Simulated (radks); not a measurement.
# Nb²⁺ in [Kr] 4d3: an all-electron calculation

The task here is to estimate one member of a computed series from the others.

Method: Dirac Kohn-Sham, PBEsol, spin-unpolarised, spherical densities, finite nucleus; open shells are shared between the two j in proportion to 2j + 1. Code: radks (a radial shooting solver on a logarithmic mesh, Libxc functionals) version 1.

## The system

- element: niobium (Z = 41)
- charge: +2
- electrons: 39
- configuration: [Kr] 4d3
- nuclear rms radius: 4.324 fm

Outer shells as boxes (Hund's rule):

Nb²⁺
```
[Kr] core
4d [↑ ][↑ ][↑ ][  ][  ]
```

The first run:

Input:

```text
Z 41
configuration [Kr] 4d3 5s0 5p0
relativity Dirac
functional pbe_sol,pbe_sol
spin unpolarised
j_filling average
nucleus finite rms 4.324 fm
c 137.035999084
```

Steps of the session up to this table: Self-consistent calculation.

One table of the session follows, with a row left open; its other results are not shown here.

It belongs to the step «Orbitals and density». Sizes of the orbitals, from the radial functions (bohr):

| level | <r> | outermost maximum (interpolated) | 90 % within | nodes |
| --- | --- | --- | --- | --- |
| 1s1/2 | 0.03611 | 0.0235 | 0.0647 | 0 |
| 2s1/2 | 0.1578 | 0.133 | 0.244 | 1 |
| 2p1/2 | 0.1346 | 0.104 | 0.220 | 0 |
| 2p3/2 | 0.1391 | 0.108 | 0.226 | 0 |
| 3s1/2 | 0.4433 | 0.396 | 0.656 | 2 |
| 3p1/2 | 0.4388 | 0.383 | 0.665 | 1 |
| 3p3/2 | 0.4493 | 0.393 | 0.680 | 1 |
| 3d3/2 | ? | ? | ? | ? |
| 3d5/2 | 0.4346 | 0.335 | 0.697 | 0 |
| 4s1/2 | 1.155 | 1.03 | 1.68 | 3 |
| 4p1/2 | 1.271 | 1.10 | 1.89 | 2 |
| 4p3/2 | 1.301 | 1.13 | 1.93 | 2 |
| 4d3/2 | 1.841 | 1.44 | 2.90 | 1 |
| 4d5/2 | 1.856 | 1.45 | 2.92 | 1 |
| 5s1/2 | 3.042 | 2.72 | 4.40 | 4 |
| 5p1/2 | 3.613 | 3.21 | 5.24 | 3 |
| 5p3/2 | 3.680 | 3.28 | 5.33 | 3 |

**Question.** Estimate the row for 3d3/2.

As computed: <r>: 0.4311; outermost maximum (interpolated): 0.333; 90 % within: 0.692; nodes: 0. In the column «<r>» it lies between 2s1/2 (0.1578) and 3d5/2 (0.4346).

To keep in mind: Spin polarisation and multiplet splitting are left out.
